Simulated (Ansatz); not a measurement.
# CsV3Ag: the cost of one run

Program: Ansatz 0.2.0. Level of theory: DFT PBE, scalar-relativistic, plane waves, PAW. These are calculated values, not measurements.

1 further run of the same task is left out (it didn't finish).

**1. The starting structure**

Symmetry: Pm-3m, No. 221, cubic system. Conventional cell: a = 4.615 Å, b = 4.615 Å, c = 4.615 Å, α = 90.00°, β = 90.00°, γ = 90.00°. Cs (site symmetry m-3m) is surrounded by 12 V at 3.26 Å. V (site symmetry 4/mmm) has 2 Ag at 2.31 Å in its first shell of neighbours. Ag (site symmetry m-3m) is surrounded by 6 V at 2.31 Å.

Structure file:

```xyz
5
Lattice="4.6152 0.0000 0.0000 0.0000 4.6152 0.0000 0.0000 0.0000 4.6152" Properties=species:S:1:pos:R:3 pbc="T T T"
Cs    0.0000    0.0000    0.0000
V     0.0000    2.3076    2.3076
V     2.3076    0.0000    2.3076
V     2.3076    2.3076    0.0000
Ag    2.3076    2.3076    2.3076
```

(A quick probe on a coarse mesh, which set the mesh and smearing, is not shown.)

**3. A loose first relaxation**

The input, input.yaml:

```yaml
crystal:
  lattice:
    - [4.6152079095, 0.0, 0.0]
    - [0.0, 4.6152079095, 0.0]
    - [0.0, 0.0, 4.6152079095]
  atoms:
    - { symbol: Cs, position: [0.0, 0.0, 0.0], spin: 0.2 }
    - { symbol: V, position: [0.0, 0.5, 0.5], spin: 2.04 }
    - { symbol: V, position: [0.5, 0.0, 0.5], spin: 2.04 }
    - { symbol: V, position: [0.5, 0.5, 0.0], spin: 2.04 }
    - { symbol: Ag, position: [0.5, 0.5, 0.5], spin: 0.11 }
basis:
  ecutwfc: 420
kpoints:
  mp_grid: { grid: [4, 4, 4] }
hamiltonian:
  xc: pbe
scf:
  occupations: { method: gaussian, width: 0.1 }
  lower_state_search: "off"
output:
  forces: true
  stress: true
  eigenvalues: true
  populations: true
magnetization:
  spin_polarized: true
relax:
  adjacent_minimum: "off"
  f_tol: 0.04
  max_steps: 70
  cell: { stress_tol: 0.4 }
```

On the command line:

```sh
ansatz run input.yaml --threads 1 --pin off --max-ram 2560MiB --backend cpu --events-out ev --progress --plain --runs-dir out
```

**Question.** How long does this run take on 1 thread of Arm Neoverse V2, shared host, and how much memory does it need?

About 78 s, with a peak of 0.48 GiB.
